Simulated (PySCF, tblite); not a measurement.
# CH₁₀GeOSi₂: geometry, infrared bands and NMR shifts

Aim: predict the infrared bands and NMR shifts of CH₁₀GeOSi₂ (`C[SiH2][Si@H](O)[GeH3]`).

The runs use tblite 0.8.0 and PySCF 2.14.0, with density-fitted response routines of our own; the level of theory stands in each step. All values are computed, except where a source is named. Atoms count from 0, in the outputs and in this text.

## 1. Starting geometry

15 atoms, charge 0, multiplicity 1; geometry from: force field or distance geometry start.

Bonds of the start (Å): C0–Si1 1.85, Si1–Si2 2.25, Si2–O3 1.71, Si2–Ge4 2.31, C0–H5 1.11, C0–H6 1.10, C0–H7 1.12, Si1–H8 1.46, Si1–H9 1.48, Si2–H10 1.47, O3–H11 0.99, Ge4–H12 1.55, Ge4–H13 1.54, Ge4–H14 1.56.

## 2. Geometry optimisation with GFN2-xTB

The job: settings as JSON, then the geometry in Å.

```
{"job": {"kind": "relax", "xc": "GFN2-xTB", "basis": "xTB"}, "charge": 0, "multiplicity": 1}
C     -2.646600    -0.248300     0.004300
Si    -1.098100     0.753100    -0.165900
Si     0.662400    -0.648800    -0.270200
O      0.458500    -1.760200     1.010000
Ge     2.537900     0.643700     0.093800
H     -3.504400     0.263700    -0.485800
H     -2.517500    -1.225600    -0.481200
H     -2.813600    -0.415400     1.094300
H     -1.162900     1.576900    -1.366700
H     -0.925900     1.633000     1.014200
H      0.687700    -1.297300    -1.584900
H      1.356600    -2.036800     1.329200
H      3.693400     0.274900    -0.870600
H      3.046700     0.325600     1.509800
H      2.221400     2.169600     0.039100
```

Command:

```sh
OMP_NUM_THREADS=1 python probes_run.py task.json out
```

This one command runs all jobs of the session in turn.

Log:

```text
step      E/eV     max force
  0    -454.37718    2.301
  1    -454.53224    1.173
  2    -454.60464    0.819
  3    -454.64807    0.911
  4    -454.73482    0.401
  5    -454.74814    0.375
  6    -454.77388    0.456
  7    -454.79064    0.492
  8    -454.81143    0.390
  9    -454.82348    0.227
 10    -454.83110    0.207
 11    -454.83649    0.284
 12    -454.84251    0.272
 13    -454.84778    0.179
 14    -454.85169    0.159
 15    -454.85491    0.151
 16    -454.85854    0.188
 17    -454.86268    0.166
 18    -454.86702    0.152
 19    -454.87124    0.146
 20    -454.87532    0.170
 21    -454.87915    0.200
 22    -454.88223    0.147
 23    -454.88443    0.137
 24    -454.88623    0.117
 25    -454.88802    0.136
 26    -454.88964    0.133
 27    -454.89086    0.092
 28    -454.89176    0.105
 29    -454.89266    0.088
 30    -454.89370    0.093
 31    -454.89468    0.090
 32    -454.89551    0.088
 33    -454.89632    0.079
 34    -454.89732    0.084
 35    -454.89818    0.084
 36    -454.89915    0.078
 37    -454.89978    0.056
 38    -454.90018    0.045
 39    -454.90052    0.048
 40    -454.90092    0.062
 41    -454.90144    0.067
 42    -454.90211    0.078
 43    -454.90275    0.066
 44    -454.90321    0.051
 45    -454.90358    0.059
 46    -454.90398    0.065
 47    -454.90449    0.070
 48    -454.90511    0.083
 49    -454.90575    0.099
 50    -454.90635    0.078
 51    -454.90683    0.046
 52    -454.90711    0.063
 53    -454.90738    0.060
 54    -454.90775    0.074
 55    -454.90829    0.079
 56    -454.90904    0.092
 57    -454.90977    0.070
 58    -454.91028    0.055
 59    -454.91064    0.048
 60    -454.91094    0.072
 61    -454.91126    0.065
 62    -454.91151    0.032
 63    -454.91171    0.036
 64    -454.91197    0.049
 65    -454.91241    0.080
 66    -454.91300    0.083
 67    -454.91358    0.050
 68    -454.91399    0.050
 69    -454.91431    0.047
 70    -454.91470    0.075
 71    -454.91522    0.080
 72    -454.91571    0.061
 73    -454.91628    0.035
 74    -454.91657    0.030
 75    -454.91674    0.046
 76    -454.91695    0.034
 77    -454.91714    0.043
 78    -454.91734    0.034
 79    -454.91752    0.025
 80    -454.91760    0.025
 81    -454.91766    0.025
 82    -454.91771    0.018
 83    -454.91776    0.019
 84    -454.91780    0.012
 85    -454.91782    0.015
 86    -454.91784    0.014
 87    -454.91786    0.014
 88    -454.91789    0.016
 89    -454.91791    0.009
```

It took 0.49 s on 1 thread of Intel Xeon 6975P-C, shared host.

Relaxation path: (not every step is listed)

```csv
step,energy from step 0 (eV),largest force (eV/Å)
0,0.0000,2.3014
1,-0.1551,1.1726
2,-0.2275,0.8191
3,-0.2709,0.9107
4,-0.3576,0.4011
5,-0.3710,0.3753
6,-0.3967,0.4559
7,-0.4135,0.4919
8,-0.4342,0.3905
15,-0.4777,0.1512
22,-0.5050,0.1465
29,-0.5155,0.0884
36,-0.5220,0.0785
43,-0.5256,0.0663
50,-0.5292,0.0783
57,-0.5326,0.0697
64,-0.5348,0.0487
71,-0.5380,0.0798
78,-0.5402,0.0344
84,-0.5406,0.0119
85,-0.5406,0.0145
86,-0.5407,0.0139
87,-0.5407,0.0145
88,-0.5407,0.0161
89,-0.5407,0.0094
```

Distances of close pairs at the start and the end, largest changes first:

```
   bond  before (Å)  after (Å)  change (Å)
 Si2–O3       1.708      1.633      -0.074
Si1–Si2       2.253      2.315      +0.062
Ge4–H14       1.559      1.501      -0.058
 C0–Si1       1.852      1.899      +0.047
Si2–Ge4       2.307      2.353      +0.046
Ge4–H12       1.550      1.505      -0.045
 O3–H11       0.992      0.954      -0.039
Ge4–H13       1.538      1.508      -0.030
```

The next job starts from the end point, and lists it.

## 3. Vibrational analysis with GFN2-xTB

The job: settings as JSON, then the geometry in Å.

```
{"job": {"kind": "ir", "xc": "GFN2-xTB", "basis": "xTB"}, "charge": 0, "multiplicity": 1}
C     -2.754860    -0.309038     0.008049
Si    -1.214511     0.779314    -0.211839
Si     0.694917    -0.528894    -0.211412
O      0.431124    -1.536088     1.046905
Ge     2.724770     0.613970     0.119074
H     -3.668434     0.278072     0.024866
H     -2.839637    -1.028427    -0.801783
H     -2.703193    -0.868658     0.937501
H     -1.341989     1.513310    -1.482409
H     -1.217941     1.801087     0.849097
H      0.905605    -1.365622    -1.409334
H      1.084431    -2.160869     1.351463
H      3.831911     0.336148    -0.861648
H      3.418915     0.371501     1.435750
H      2.644477     2.112185     0.075246
```

Log:

```text
mode    cm-1     km/mol
  1     -22.4      0.05
  2      14.3      0.01
  3      67.0      1.27
  4     117.1      0.50
  5     130.5      0.61
  6     158.5      5.48
  7     170.3      5.84
  8     284.4    104.41
  9     324.1     14.08
 10     342.0     28.77
 11     354.8     32.14
 12     411.0     40.25
 13     469.5      8.50
 14     553.0      8.03
 15     603.4    570.08
 16     663.2     65.86
 17     694.0    309.11
 18     749.5     51.55
 19     782.1    298.73
 20     797.6    133.39
 21     822.7     87.05
 22     828.5    347.13
 23     841.2    326.19
 24     871.4    100.78
 25     897.2    127.04
 26     903.6    136.04
 27    1367.2      6.02
 28    1485.4      0.72
 29    1486.2      0.32
 30    1895.0    353.57
 31    1983.3    499.86
 32    2014.3    528.40
 33    2110.5    287.81
 34    2167.1    575.92
 35    2174.8    209.42
 36    3033.1     30.32
 37    3036.7     25.09
 38    3040.3     11.46
 39    3641.6      5.36
```

It took 0.43 s on 1 thread of Intel Xeon 6975P-C, shared host.

The strongest bands and the atoms that carry them (share of the mass-weighted mode):

| cm⁻¹ | km/mol | atoms |
| --- | --- | --- |
| 603 | 570.1 | H10 61 %, H8 19 % |
| 694 | 309.1 | H10 77 % |
| 828 | 347.1 | H5 21 %, H7 19 %, C0 10 % |
| 841 | 326.2 | H13 19 %, H12 17 %, H14 14 % |
| 1895 | 353.6 | H13 52 %, H12 30 %, H14 17 % |
| 1983 | 499.9 | H12 55 %, H13 41 % |
| 2014 | 528.4 | H14 79 %, H12 14 % |
| 2167 | 575.9 | H9 54 %, H8 40 % |

## 4. NMR shieldings: PBE0/pcSseg-1

The job, as its differences from that of step 3:

```diff
@@ -1,2 +1,2 @@
-{"job": {"kind": "ir", "xc": "GFN2-xTB", "basis": "xTB"}, "charge": 0, "multiplicity": 1}
+{"job": {"kind": "nmr", "xc": "PBE0", "basis": "pcSseg-1"}, "charge": 0, "multiplicity": 1}
 C     -2.754860    -0.309038     0.008049
```

Level: GIAO PBE0/pcSseg-1 NMR shielding, non-relativistic, gas phase.

Log:

```text
coarse grid: 55320 points
cycle   1  E = -2774.3323785617  dE = -4.653e-01  |g| = 1.110e+00  |ddm| = 3.481e+00
cycle   2  E = -2774.1317587035  dE =  2.006e-01  |g| = 1.458e+00  |ddm| = 2.011e+00
cycle   3  E = -2774.4639133568  dE = -3.322e-01  |g| = 2.288e-01  |ddm| = 1.628e+00
cycle   4  E = -2774.4729821667  dE = -9.069e-03  |g| = 6.279e-02  |ddm| = 2.309e-01
cycle   5  E = -2774.4734104818  dE = -4.283e-04  |g| = 1.096e-02  |ddm| = 5.027e-02
cycle   6  E = -2774.4734372829  dE = -2.680e-05  |g| = 1.956e-03  |ddm| = 1.568e-02
cycle   7  E = -2774.4734384065  dE = -1.124e-06  |g| = 6.336e-04  |ddm| = 3.101e-03
final grid: 113032 points
cycle   8  E = -2774.4734251767  dE = -2.538e-08  |g| = 7.031e-04  |ddm| = 1.756e-03
cycle   9  E = -2774.4734251273  dE =  4.946e-08  |g| = 8.557e-04  |ddm| = 1.293e-03
cycle  10  E = -2774.4734252797  dE = -1.525e-07  |g| = 4.758e-05  |ddm| = 6.954e-04
cycle  11  E = -2774.4734252801  dE = -4.220e-10  |g| = 1.287e-05  |ddm| = 4.801e-05
converged SCF energy = -2774.4734252801

GIAO shielding tensors (ppm)
atom      isotropic    diamagn.    paramagn.     s11        s22        s33       span
  0 C      197.098     251.962     -54.864    190.908    198.443    201.943     11.035
  1 Si     424.710     880.805    -456.095    393.700    410.830    469.601     75.901
  2 Si     362.759     878.598    -515.839    284.570    335.109    468.598    184.029
  3 O      336.601     388.520     -51.919    278.220    348.224    383.360    105.141
  4 Ge    1719.577    2757.741   -1038.164   1670.448   1714.879   1773.405    102.958
  5 H       31.266      27.970       3.295     26.145     27.956     39.696     13.551
  6 H       31.510      30.120       1.390     26.656     28.980     38.892     12.236
  7 H       31.114      30.526       0.588     25.862     29.628     37.852     11.990
  8 H       27.871      29.872      -2.001     24.255     26.534     32.823      8.568
  9 H       27.592      30.181      -2.589     23.698     26.689     32.389      8.691
 10 H       25.501      28.916      -3.414     22.563     24.492     29.449      6.886
 11 H       31.461      31.109       0.352     22.375     26.755     45.253     22.878
 12 H       28.543      29.374      -0.831     22.020     22.809     40.799     18.779
 13 H       28.576      29.624      -1.048     22.354     23.049     40.326     17.971
 14 H       28.691      29.882      -1.192     21.804     23.891     40.378     18.574
```

Run time: 17 s. Hardware: 1 thread of Intel Xeon 6975P-C, shared host; peak memory 0.81 GiB.

The references, computed at this level on geometries of the same kind, shield at (ppm): 1H TMS 31.72, 13C TMS 186.9, 29Si TMS 349.2, 17O H2O 336.1, 73Ge GeMe4 1331. Their shielding less the atom's gives the shift. The references are single molecules in the gas phase, so shifts against H2O, NH3, PH3, H3PO4 or CFCl3 are not on the usual liquid scales and can be off by tens of ppm. Atoms listed in one row are averaged.

```
        atoms                                environment  σ (ppm)  δ (ppm)
           C0                 methyl carbon bonded to Si    197.1    -10.2
          H10  hydrogen on a silicon bonded to Ge, O, Si    25.50     6.22
           H9      hydrogen on a silicon bonded to C, Si    27.59     4.12
           H8      hydrogen on a silicon bonded to C, Si    27.87     3.85
H12, H13, H14       hydrogen on a germanium bonded to Si    28.60     3.11
   H5, H6, H7   hydrogen on a methyl carbon bonded to Si    31.30     0.42
          H11         hydrogen on an oxygen bonded to Si    31.46     0.26
          Si2             silicon bonded to Ge, O, Si, H    362.8    -13.6
          Si1               silicon bonded to C, Si, 2 H    424.7    -75.6
           O3                     oxygen bonded to Si, H    336.6     -0.5
          Ge4                germanium bonded to Si, 3 H     1720     -389
```

The run also stored atomic charges by several schemes (e):

```csv
atoms,Mulliken,IAO,Hirshfeld,ESP fit
C0,-0.61,-0.70,-0.21,-0.44
Si1,0.31,0.47,0.25,0.46
Si2,0.65,0.63,0.26,0.40
O3,-0.56,-0.79,-0.31,-0.68
Ge4,-0.25,0.12,0.17,-0.02
```

Mayer bond orders: C0–Si1 0.96, Si1–Si2 0.90, Si2–O3 0.99, Si2–Ge4 0.84.

## 5. What came out

| quantity | value |
| --- | --- |
| strongest single infrared mode (GFN2-xTB) | 2167 cm⁻¹, 576 km/mol |
| zero-point energy (GFN2-xTB) | 60.5 kcal/mol |
| 13C shifts against TMS (PBE0/pcSseg-1) | -10.2 ppm |
| 1H shifts against TMS (PBE0/pcSseg-1, means over atoms taken as alike) | 6.22, 4.12, 3.85, 3.11, 0.42, 0.26 ppm |
| 29Si shifts against TMS (PBE0/pcSseg-1) | -13.6, -75.6 ppm |
| 17O shifts against H2O (PBE0/pcSseg-1) | -0.5 ppm |
| 73Ge shifts against GeMe4 (PBE0/pcSseg-1) | -389 ppm |

**Reading.** The optimisation took 89 steps and gained 0.541 eV; among the close pairs (by a distance rule), Si2–O3 changed most, from 1.708 to 1.633 Å. The lowest mode is imaginary (22i cm⁻¹), so the xTB geometry is not a minimum. The strongest single mode, at 2167 cm⁻¹, moves mainly H9 and H8. Unscaled tight-binding wavenumbers are off by several per cent, some by more. Its intensities can rank the bands wrongly. At PBE0/pcSseg-1: The widest tensor belongs to Si2: span 184 ppm, with a paramagnetic part of -516 ppm. Spin-orbit coupling is left out, which matters for shieldings and couplings at and beside the heavy atoms.
